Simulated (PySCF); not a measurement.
# C₇H₁₂O₂: magnetic properties

Aim: compute the magnetic properties of C₇H₁₂O₂ (`C=CCOC1(CO)CC1`).

Computed with PySCF 2.14.0 and routines of our own; the level stands in each step. Atoms count from 0.

### 1 The system as given

21 atoms, charge 0, multiplicity 1; geometry from: GFN2-xTB.

### 2 Magnetic properties: GIAO PBE0/pcSseg-1

What the job is given:

```
{"job": {"kind": "mag", "xc": "PBE0", "basis": "pcSseg-1", "isotopologues": 0}, "charge": 0, "multiplicity": 1}
C      3.507204     0.221081     0.921518
C      2.248104     0.038052     1.268827
C      1.168106    -0.401396     0.330968
O      0.001202     0.359282     0.609055
C     -1.131998     0.015871    -0.140837
C     -1.122828     0.631363    -1.531897
O     -0.927009     2.021881    -1.466140
C     -1.794080    -1.314053     0.083280
C     -2.419989    -0.059650     0.623322
H      3.847504     0.067021    -0.089583
H      4.253969     0.520585     1.636060
H      1.913504     0.203660     2.282803
H      1.485885    -0.269902    -0.712200
H      0.957535    -1.471453     0.490372
H     -0.327173     0.166957    -2.138976
H     -2.078329     0.463205    -2.032612
H     -0.313313     2.188844    -0.737588
H     -1.346329    -1.992473     0.793728
H     -2.249974    -1.802473    -0.764032
H     -3.311695     0.325703     0.154899
H     -2.369216     0.104837     1.688048
```

With the program's defaults for keys left out, this is: GIAO PBE0/pcSseg-1 magnetisability, rotational g tensor and spin-rotation constants, non-relativistic, gas phase.

Started as:

```
OMP_NUM_THREADS=1 python excited_run.py task.json out
```

This one command runs all jobs of the session in turn.

Standard output:

```text
coarse grid: 17216 points
cycle   1  E = -423.5968327971  dE =  1.321e+00  |g| = 8.033e-01  |ddm| = 3.993e+00
cycle   2  E = -423.5031038230  dE =  9.373e-02  |g| = 1.098e+00  |ddm| = 1.612e+00
cycle   3  E = -423.7190330210  dE = -2.159e-01  |g| = 1.034e-01  |ddm| = 1.051e+00
cycle   4  E = -423.7209395441  dE = -1.907e-03  |g| = 3.991e-02  |ddm| = 1.044e-01
cycle   5  E = -423.7212859225  dE = -3.464e-04  |g| = 1.010e-02  |ddm| = 3.758e-02
cycle   6  E = -423.7213022555  dE = -1.633e-05  |g| = 4.407e-03  |ddm| = 1.146e-02
cycle   7  E = -423.7213061901  dE = -3.935e-06  |g| = 6.900e-04  |ddm| = 4.228e-03
final grid: 165336 points
cycle   8  E = -423.7982466581  dE = -6.069e-05  |g| = 1.422e-02  |ddm| = 4.303e-02
cycle   9  E = -423.7982103195  dE =  3.634e-05  |g| = 2.021e-02  |ddm| = 2.421e-02
cycle  10  E = -423.7982869637  dE = -7.664e-05  |g| = 1.775e-03  |ddm| = 1.468e-02
cycle  11  E = -423.7982876429  dE = -6.792e-07  |g| = 2.106e-04  |ddm| = 1.806e-03
cycle  12  E = -423.7982876492  dE = -6.276e-09  |g| = 1.297e-04  |ddm| = 3.277e-04
cycle  13  E = -423.7982876523  dE = -3.037e-09  |g| = 3.020e-05  |ddm| = 1.236e-04
cycle  14  E = -423.7982876524  dE = -1.654e-10  |g| = 7.333e-06  |ddm| = 3.033e-05
converged SCF energy = -423.7982876524

Magnetisability tensor (1e-30 J/T^2)
    -1475.97       33.14      -76.30
       33.14    -1540.37       13.84
      -76.30       13.84    -1400.27
isotropic -1472.20   principal values   -1568.39  -1495.45  -1352.77
isotropic susceptibility -88.658 1e-6 cm^3/mol

Inertial axes            a          b          c
rot. const./GHz      2.6035     0.9678     0.7930
chi total           -91.347    -88.072    -86.556
chi diamagnetic    -588.962  -1380.176  -1643.585
chi paramagnetic    497.615   1292.104   1557.029
quadrupole/D A        4.876     -7.063      2.187
g nuclear            0.5962     0.5846     0.5751
g electronic        -0.6086    -0.5875    -0.5801
g total             -0.0125    -0.0029    -0.0050

Spin-rotation constants (kHz, H = +C I.J)
atom  isotope        aa         bb         cc
  9     1H       -0.258     -0.056      0.025
 10     1H        0.087     -0.108     -0.038
 11     1H       -0.270     -0.054      0.038
 12     1H       -0.246     -0.019     -0.027
 13     1H       -0.255      0.012     -0.051
 14     1H       -0.100     -0.092      0.003
 15     1H        0.122     -0.105     -0.085
 16     1H       -0.089     -0.112     -0.058
 17     1H       -0.177     -0.024     -0.093
 18     1H       -0.193     -0.107     -0.029
 19     1H       -0.007     -0.097     -0.085
 20     1H       -0.265     -0.082     -0.016
  0    13C*       0.841      0.203      0.284
  1    13C*       0.943      0.235      0.317
  2    13C*       0.526      0.242      0.174
  3    17O*      -0.198     -0.115     -0.053
  4    13C*       0.401      0.256      0.171
  5    13C*       0.629      0.185      0.168
  6    17O*      -0.180     -0.074     -0.048
  7    13C*       0.253      0.131      0.119
* in the singly substituted isotopologue
```

Wall time 40 s (1 thread of Intel Xeon 6975P-C, shared host); peak memory 0.94 GiB.

In short:

| quantity | value |
| --- | --- |
| magnetisability | -1472·10⁻³⁰ J/T² |
| molar susceptibility | -88.7·10⁻⁶ cm³/mol |
| rotational g (a, b, c) | -0.0125, -0.0029, -0.0050 |

Orbitals, density, ELF and potential are computed afterwards from the orbital file.

Frontier orbitals at PBE0/pcSseg-1, with the share of their density that lies nearest to each atom:

| orbital | energy (eV) | lies on |
| --- | --- | --- |
| HOMO | -7.39 | O6 35 %; O3 18 %; H14 8 % |
| LUMO | 0.08 | C0, C1 about 30 % each; H9, H10, H11 about 9 % each |

ELF in a plane through or near 6 of the atoms.

Ten even steps from ' ' (0.00) to '@' (1.00):
```
                                                        
                                                        
                                                        
                              --==..                    
                            --@@@@++                    
                      ----  **@@@@%%--                  
            ::--::    @@@@::--@@@@##==--                
          ..++**++  --@@@@##  ++**..%%##..              
          ::++**++..--@@@@**  ==**==%%%%..              
          ::++++::..::++**::  ++##==++--                
          ==%%%%::  ++@@%%::  ::--                      
        ..%%@@@@**  %%@@@@::  ::--::==++..              
        ..%%@@@@**  ##@@%%  ##@@##**@@@@##              
          --@@%%..  ..**    @@@@@@**@@@@%%              
            ..              %%@@%%--##@@==              
                              ....    ..                
                                                        
                                                        
                                                        
                                                        
```
The map spans 14.3 Å across and 9.7 Å up, centred on the molecule. Atoms in the plane (x, y in Å): C7 (1.8, 1.1), H9 (-3.7, -0.8), H12 (-1.2, -0.7), H13 (-1.0, 1.1), H14 (0.9, -1.7), H17 (1.2, 2.0).

log10 of the density (e/Å³) in the same plane.

Values, 10 rows by 14 columns:
```
-4.0 -4.0 -4.0 -4.0 -4.0 -4.0 -4.0 -4.0 -4.0 -4.0 -4.0 -4.0 -4.0 -4.0
-4.0 -4.0 -4.0 -4.0 -4.0 -4.0 -4.0 -3.5 -3.1 -3.4 -4.0 -4.0 -4.0 -4.0
-4.0 -4.0 -4.0 -3.7 -3.3 -3.1 -2.8 -1.9 -1.1 -1.8 -2.9 -4.0 -4.0 -4.0
-4.0 -4.0 -3.0 -2.2 -1.9 -1.6 -1.0 -1.1  0.2 -0.4 -1.9 -3.6 -4.0 -4.0
-4.0 -3.6 -2.0 -1.2 -1.0 -0.6  0.1 -1.1  0.0  0.1 -1.5 -3.3 -4.0 -4.0
-4.0 -3.4 -1.7 -0.4 -0.8 -0.5 -0.2 -1.2 -0.6 -1.2 -2.2 -3.6 -4.0 -4.0
-4.0 -3.9 -2.0 -0.5 -1.1 -1.1 -0.9 -0.8 -0.1 -0.3 -1.6 -3.5 -4.0 -4.0
-4.0 -4.0 -3.2 -2.3 -2.6 -2.7 -2.3 -1.0 -0.5 -0.9 -2.0 -3.7 -4.0 -4.0
-4.0 -4.0 -4.0 -4.0 -4.0 -4.0 -3.5 -2.5 -2.2 -2.6 -3.3 -4.0 -4.0 -4.0
-4.0 -4.0 -4.0 -4.0 -4.0 -4.0 -4.0 -4.0 -4.0 -4.0 -4.0 -4.0 -4.0 -4.0
```
The map spans 14.3 Å across and 9.7 Å up, centred on the molecule. Atoms in the plane (x, y in Å): C7 (1.8, 1.1), H9 (-3.7, -0.8), H12 (-1.2, -0.7), H13 (-1.0, 1.1), H14 (0.9, -1.7), H17 (1.2, 2.0).

On the surface of density 0.002 e/bohr³ the electrostatic potential runs, from the 1st to the 99th percentile, from -1.71 V near O6 to 1.12 V near H16.

### 3 Magnetic properties: GIAO HSE06/ANO-RCC-VDZP

Settings changed since step 2:

```diff
@@ -1,2 +1,2 @@
-{"job": {"kind": "mag", "xc": "PBE0", "basis": "pcSseg-1", "isotopologues": 0}, "charge": 0, "multiplicity": 1}
+{"job": {"kind": "mag", "xc": "HSE06", "basis": "ANO-RCC-VDZP"}, "charge": 0, "multiplicity": 1}
 C      3.507204     0.221081     0.921518
```

Level: GIAO HSE06/ANO-RCC-VDZP magnetisability, rotational g tensor and spin-rotation constants, non-relativistic, gas phase.

Standard output:

```text
coarse grid: 17216 points
cycle   1  E = -423.8816868514  dE =  1.280e+00  |g| = 8.167e-01  |ddm| = 6.260e+00
cycle   2  E = -423.7175820254  dE =  1.641e-01  |g| = 1.236e+00  |ddm| = 1.922e+00
cycle   3  E = -424.0192328823  dE = -3.017e-01  |g| = 1.278e-01  |ddm| = 1.249e+00
cycle   4  E = -424.0224956149  dE = -3.263e-03  |g| = 4.309e-02  |ddm| = 1.536e-01
cycle   5  E = -424.0229197013  dE = -4.241e-04  |g| = 1.245e-02  |ddm| = 4.773e-02
cycle   6  E = -424.0229484897  dE = -2.879e-05  |g| = 5.487e-03  |ddm| = 1.738e-02
cycle   7  E = -424.0229554958  dE = -7.006e-06  |g| = 1.017e-03  |ddm| = 6.277e-03
final grid: 165336 points
cycle   8  E = -424.0124627742  dE = -8.164e-05  |g| = 7.757e-03  |ddm| = 5.752e-02
cycle   9  E = -424.0124510818  dE =  1.169e-05  |g| = 1.070e-02  |ddm| = 1.627e-02
cycle  10  E = -424.0124769615  dE = -2.588e-05  |g| = 1.505e-03  |ddm| = 9.928e-03
cycle  11  E = -424.0124774885  dE = -5.270e-07  |g| = 2.225e-04  |ddm| = 1.736e-03
cycle  12  E = -424.0124774976  dE = -9.081e-09  |g| = 1.091e-04  |ddm| = 3.041e-04
cycle  13  E = -424.0124775003  dE = -2.675e-09  |g| = 3.773e-05  |ddm| = 1.423e-04
cycle  14  E = -424.0124775006  dE = -3.270e-10  |g| = 9.872e-06  |ddm| = 4.302e-05
converged SCF energy = -424.0124775006

Magnetisability tensor (1e-30 J/T^2)
    -1463.60       32.00      -75.16
       32.00    -1536.93       16.28
      -75.16       16.28    -1390.67
isotropic -1463.73   principal values   -1561.92  -1485.73  -1343.55
isotropic susceptibility -88.148 1e-6 cm^3/mol

Inertial axes            a          b          c
rot. const./GHz      2.6035     0.9678     0.7930
chi total           -90.577    -87.874    -85.994
chi diamagnetic    -588.030  -1379.303  -1642.528
chi paramagnetic    497.454   1291.430   1556.534
quadrupole/D A        4.914     -6.925      2.011
g nuclear            0.5962     0.5846     0.5751
g electronic        -0.6084    -0.5872    -0.5799
g total             -0.0123    -0.0026    -0.0048

Spin-rotation constants (kHz, H = +C I.J)
atom  isotope        aa         bb         cc
  9     1H       -0.252     -0.056      0.026
 10     1H        0.091     -0.107     -0.037
 11     1H       -0.263     -0.054      0.040
 12     1H       -0.249     -0.015     -0.025
 13     1H       -0.258      0.014     -0.049
 14     1H       -0.103     -0.093      0.004
 15     1H        0.125     -0.107     -0.085
 16     1H       -0.079     -0.109     -0.055
 17     1H       -0.178     -0.023     -0.092
 18     1H       -0.189     -0.107     -0.029
 19     1H       -0.005     -0.098     -0.084
 20     1H       -0.261     -0.081     -0.017
  0    13C*       0.809      0.194      0.270
  1    13C*       0.914      0.229      0.307
  2    13C*       0.505      0.237      0.169
  3    17O*      -0.182     -0.115     -0.059
  4    13C*       0.389      0.252      0.167
  5    13C*       0.614      0.179      0.165
  6    17O*      -0.174     -0.080     -0.041
  7    13C*       0.232      0.126      0.114
* in the singly substituted isotopologue
```

It took 2.9 min on 1 thread of Intel Xeon 6975P-C, shared host; peak memory 1.1 GiB.

Key values:

| quantity | value |
| --- | --- |
| magnetisability | -1464·10⁻³⁰ J/T² |
| molar susceptibility | -88.1·10⁻⁶ cm³/mol |
| rotational g (a, b, c) | -0.0123, -0.0026, -0.0048 |

### 4 Magnetic properties side by side

| level | ξ (10⁻³⁰ J/T²) | g(a) | g(b) | gap (eV) | functions | time |
| --- | --- | --- | --- | --- | --- | --- |
| GIAO PBE0/pcSseg-1 | -1472 | -0.0125 | -0.0029 | 7.47 | 213 | 40 s |
| GIAO HSE06/ANO-RCC-VDZP | -1464 | -0.0123 | -0.0026 | 6.87 | 186 | 2.9 min |

### 5 Summary of results

| quantity | value |
| --- | --- |
| magnetisability (step 2, GIAO PBE0/pcSseg-1) | -1472·10⁻³⁰ J/T² |
| molar susceptibility (step 2, GIAO PBE0/pcSseg-1) | -88.7·10⁻⁶ cm³/mol |
| rotational g (a, b, c) (step 2, GIAO PBE0/pcSseg-1) | -0.0125, -0.0029, -0.0050 |
| surface potential, 1st and 99th percentile | -1.71 V and 1.12 V |
| magnetisability over the levels | -1472 to -1464·10⁻³⁰ J/T² |

What this shows: The magnetisability spreads by 0.6 % over 2 levels, from GIAO PBE0/pcSseg-1 (40 s) to GIAO HSE06/ANO-RCC-VDZP (2.9 min); the runs took 40 s to 2.9 min. Two levels can agree by chance, so this spread shows no convergence. Vibrational averaging and real surroundings are missing from these values.
